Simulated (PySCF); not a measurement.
# MgBr: from the state search to spectroscopic constants

One table from this session's results is given with a row withheld; the runs are named, their logs left out.

The runs use PySCF 2.14.0; Mg aug-cc-pVDZ, Br aug-cc-pVDZ-PP with ECP10, scalar-relativistic core potentials.

Set-up of the first run:

The job is set up so:

- atoms: Mg, Br
- charge: 0
- basis: Mg aug-cc-pVDZ, Br aug-cc-pVDZ-PP with ECP10
- Hamiltonian: scalar-relativistic core potentials
- basis functions: 59
- electrons treated: 37
- masses in u: 23.9850, 78.9183
- levels: PBE0, PBE, r²SCAN, PBEsol, revPBE, BP86, HF, MP2, SCS-MP2, CCSD, CCSD(T)
- grid: 80 radial by 434 angular points
- occupations: held fixed by the projection of orbital angular momentum
- dissociation limit: Mg + Br, each in its ground configuration
- starting distance in angstrom: 2.470
- values of 2S to try: 1, 3

Run with:

```console
$ OMP_NUM_THREADS=1 python dia.py task.json out
```

Steps of the session up to this table: Input; The PBE0 curve of the state that the search chose; Excited determinants; PBE; r²SCAN (meta-GGA); PBEsol; revPBE (GGA); BP86; UHF (mean field); Adding correlation.

One of the session's tables, all rows but one given; the rest of the session is left out.

It belongs to the step «The curves together». Energy (eV) from each level's lowest point:

| R (Å) | UHF | UHF-MP2 | UHF-SCS-MP2 | PBE | PBEsol |
| --- | --- | --- | --- | --- | --- |
| 2.054 | 0.807 | 0.823 | 0.829 | 0.799 | 0.751 |
| 2.150 | ? | ? | ? | ? | ? |
| 2.246 | 0.116 | 0.123 | 0.126 | 0.124 | 0.107 |
| 2.317 | 0.027 | 0.031 | 0.032 | 0.033 | 0.025 |
| 2.389 | 0.000 | 0.000 | 0.000 | 0.000 | 0.000 |
| 2.461 | 0.020 | 0.017 | 0.015 | 0.011 | 0.019 |
| 2.556 | 0.100 | 0.094 | 0.091 | 0.077 | 0.094 |
| 2.676 | 0.260 | 0.251 | 0.245 | 0.213 | 0.241 |
| 2.819 | 0.503 | 0.491 | 0.483 | 0.422 | 0.462 |
| 3.010 | 0.864 | 0.852 | 0.839 | 0.729 | 0.785 |

Estimate the missing values for R (Å) = 2.150.

Worked estimate for «UHF». A straight line through the neighbours (2.054, 0.807) and (2.246, 0.116) gives 0.807 + (0.116 − 0.807) × (2.150 − 2.054) / (2.246 − 2.054) = 0.462; a parabola fitted to 3 rows on both sides gives 0.379.

The run gave: UHF: 0.362; UHF-MP2: 0.375; UHF-SCS-MP2: 0.379; PBE: 0.367; PBEsol: 0.336. In «UHF» the line misses by +0.100 and the parabola by +0.017.
